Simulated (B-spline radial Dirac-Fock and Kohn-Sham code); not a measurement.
# An X-ray data sheet for Mo⁴⁺, step by step

Aim: for the Mo⁴⁺ ion, compute its X-ray form factor and Compton profile and the binding energy of each subshell.

Method: a free atom or ion on a radial basis; each step names its model; computed with B-spline radial Dirac-Fock and Kohn-Sham code, version 2.

## Step 1: What is computed

Mo⁴⁺, configuration [Kr] 4d1 5p1 (an excited configuration).

```yaml
nuclear_charge: 42
electrons: 38
mass_number: 98
nuclear_rms_radius: 4.4091 fm
```

## Step 2: X-ray scattering functions

Model: Dirac-Fock average of configuration, finite nucleus; form factor of the spherical density, Waller-Hartree incoherent function, impulse-approximation Compton profiles.

The run's settings:

```ini
task = scatter
Z = 42
charge = 4
configuration = 1s2 2s2 2p6 3s2 3p6 3d10 4s2 4p6 4d1 5p1
mass_number = 98
rms_radius = 4.4091  # fm
s = [0.0, 0.05, 0.1, 0.15, 0.2, 0.25, 0.3, 0.35, 0.4, 0.45, 0.5, 0.6, 0.7, 0.8, 0.9, 1.0, 1.1, 1.2, 1.4, 1.6, 1.8, 2.0, 2.5, 3.0, 3.5, 4.0, 5.0, 6.0]  # 1/A
pz = [0, 0.1, 0.2, 0.3, 0.4, 0.5, 0.6, 0.8, 1.0, 1.2, 1.4, 1.6, 1.8, 2.0, 2.5, 3.0, 4.0, 5.0, 7.0, 10.0, 15.0, 20.0, 30.0, 40.0, 60.0, 100.0]  # a.u.
photon_energy = [1000, 2000, 5000, 17479.3, 20000, 30000, 100000, 1000000]  # eV
```

## Step 3: Core and valence levels

Model: Dirac-Fock average of configuration, Delta-SCF, finite nucleus, first-order Breit with its frequency dependence, self-energy and vacuum polarisation.

The run's settings:

```ini
task = binding
```

What does the calculation give? Wanted: rms radius of the electron cloud; form factor halves at; Compton profile at zero; deepest level, K; least bound, O2,3; Kα1.

The runs gave:

```
                        quantity         value
rms radius of the electron cloud    0.854 bohr
           form factor halves at      0.63 1/Å
         Compton profile at zero  5.624 1/a.u.
           deepest level, K (1s)    20068.2 eV
          least bound, O2,3 (5p)      34.62 eV
                             Kα1    17476.8 eV
```

What this shows: f falls from 38 to half of that at s = 0.63 1/Å. Incoherent scattering outweighs coherent from 100 keV on, among the energies asked. The K (1s) level lies 55.1 eV under Koopmans' value by relaxation alone; Breit gives -36.31 and QED -18.08 eV. The Hartree-Fock and Dirac-Fock values hold no electron correlation.
